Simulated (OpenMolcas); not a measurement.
**Yb³⁺ with 6 ligands (bromide): CASSCF and CASPT2 levels and susceptibility**

Which state of Yb³⁺ lies lowest among these ligands, how large is the field, and what χT follows?

Program: OpenMolcas 26.06. Level of theory: state-averaged CASSCF and CASPT2, spin-orbit coupling by RASSI with atomic mean-field integrals. These are calculated values, not measurements, unless marked.

## 1. What is computed

| Property | Result |
| --- | --- |
| Species | Yb³⁺ (ytterbium, Z = 70, 67 electrons) |
| Basis | ANO-RCC-VDZP [7s6p4d2f1g], 230 functions with the ligands |
| Scalar Hamiltonian | DKH2, point nucleus |
| Inactive shells | 1s 2s 2p 3s 3p 3d 4s 4p 4d 5s 5p of the metal, and all ligand shells |
| Active space | 13 electrons in 7 orbitals (4f) |
| Some configurations of this space | 4f13 |
| Orbitals | optimised for the highest spin of each parity, averaged over all roots |

Outer shells as boxes (Hund's rule):

4f13
```
4f [↑↓][↑↓][↑↓][↑↓][↑↓][↑↓][↑ ]
```

Yb³⁺ is taken with 6 ligands (bromide) in octahedron coordination (Oh) at 2.78 Å. A charge of +0.5 e stands 2.8 Å behind each ligand. Ligand basis ANO-RCC-VDZP. The distances are assumed, not relaxed.

```xyz
7

Yb    0.0000    0.0000    0.0000
Br    2.7800    0.0000    0.0000
Br    0.0000    2.7800    0.0000
Br   -2.7800    0.0000    0.0000
Br    0.0000   -2.7800    0.0000
Br    0.0000    0.0000    2.7800
Br    0.0000    0.0000   -2.7800
```

Each step is its own input file, run in one work folder so that later steps find the files of earlier ones. Labels, J, g values, rates, χT and fits are worked out afterwards by a script from the matrices that RASSI stores. The input lists half of the charges; inversion (Group=XYZ) makes the rest.

## 2. GATEWAY and SEWARD: basis and integrals

Contents of a.inp:

```
&GATEWAY
Coord
7

Yb 0.0 0.0 0.0
Br 2.780000 0.000000 0.000000
Br 0.000000 2.780000 0.000000
Br -2.780000 0.000000 0.000000
Br 0.000000 -2.780000 0.000000
Br 0.000000 0.000000 2.780000
Br 0.000000 0.000000 -2.780000
Basis=Yb.ANO-RCC-VDZP,Br.ANO-RCC-VDZP
Group=XYZ
NoMove
AngMom=0.0 0.0 0.0
AMFI
RICD
XField
3 Angstrom 0
5.580000 0.000000 0.000000 0.500000
0.000000 5.580000 0.000000 0.500000
0.000000 0.000000 5.580000 0.500000
&SEWARD
```

Command:

```console
$ OMP_NUM_THREADS=1 MOLCAS_MEM=2457 MOLCAS_PROJECT=a pymolcas a.inp > a.log
```

## 3. CASSCF: doublets of odd parity, 7 roots

Contents of a.inp:

```
&RASSCF
FileOrb=start.orb
Symmetry=2
Spin=2
nActEl=13 0 0
Inactive=69 66
Ras2=0 7
CIRoot=7 7 1
SDav=7
CIMx=300
Iter=150 100
PrWF=0.3
OrbListing=Nothing
MaxOrb=0
LevShft=1.0
>>> COPY $Project.JobIph JOB001
```

start.orb holds start orbitals that the driver prepared beforehand, or those of the step before.

## 4. RASSI: spin-orbit coupling between the states

Contents of a.inp:

```
&RASSI
NrOfJobIphs=1 7
1 2 3 4 5 6 7
IphNames
JOB001
EJob
SpinOrbit
DIPRint=1.0
SOCoupling=1000.0
Subsets=2
Property=9
'ANGMOM' 1 'ANGMOM' 2 'ANGMOM' 3 'MLTPL  1' 1 'MLTPL  1' 2 'MLTPL  1' 3
'AMFI' 1 'AMFI' 2 'AMFI' 3
SOProperty=3
'ANGMOM' 1 'ANGMOM' 2 'ANGMOM' 3
```

## 5. CASPT2: IPEA 0.25, imaginary shift 0.1 (closed shells correlated: 5s 5p of the metal, with ligand shells; the Frozen line counts the rest)

Contents of a.inp:

```
>>> COPY JOB001 $Project.JobIph
&CASPT2
Multistate=7 1 2 3 4 5 6 7
NoMult
Frozen=56 51
IPEA=0.25
Imaginary=0.1
MaxIter=60
WThr=0.0 0.3 0.05
PrWF=0.5
NoMix
```

(Steps that only read results are left out.)

**Question.** What will these runs give? Wanted: spin-free ground state; first state of the same spin within the active space; lowest level; next level.

As calculated:

| quantity | value |
| --- | --- |
| method | SS-CASPT2, IPEA 0.25, imaginary shift 0.1 (closed shells correlated: 5s 5p of the metal, with ligand shells; the Frozen line counts the rest) |
| spin-free ground state | 2T1, 3-fold in its orbital part |
| first state of the same spin within the active space | 2T2 at 284 cm⁻¹ |
| lowest level | 2-fold Γ6, g = 2.66, 2.66, 2.66 |
| next level | 176.0 cm⁻¹ |
| χT at 300 K | 2.46 cm³ K/mol |
| effective moment at 300 K | 4.44 μB |

Cost by method:

```csv
method,time of its own steps,time with the reference
A. CASSCF,74 s,74 s
"B. SS-CASPT2, IPEA 0.25, imaginary shift 0.1, +5s 5p",72 s,2.4 min
```

Times are of one thread on a shared host.

What this shows: The spin-free ground state (2T1) is 3-fold and keeps the highest spin of the shell. CASPT2 does not keep the components of a term degenerate, and the means are used. The bonds are covalent and no ligand orbital is active, so the numbers are rough.
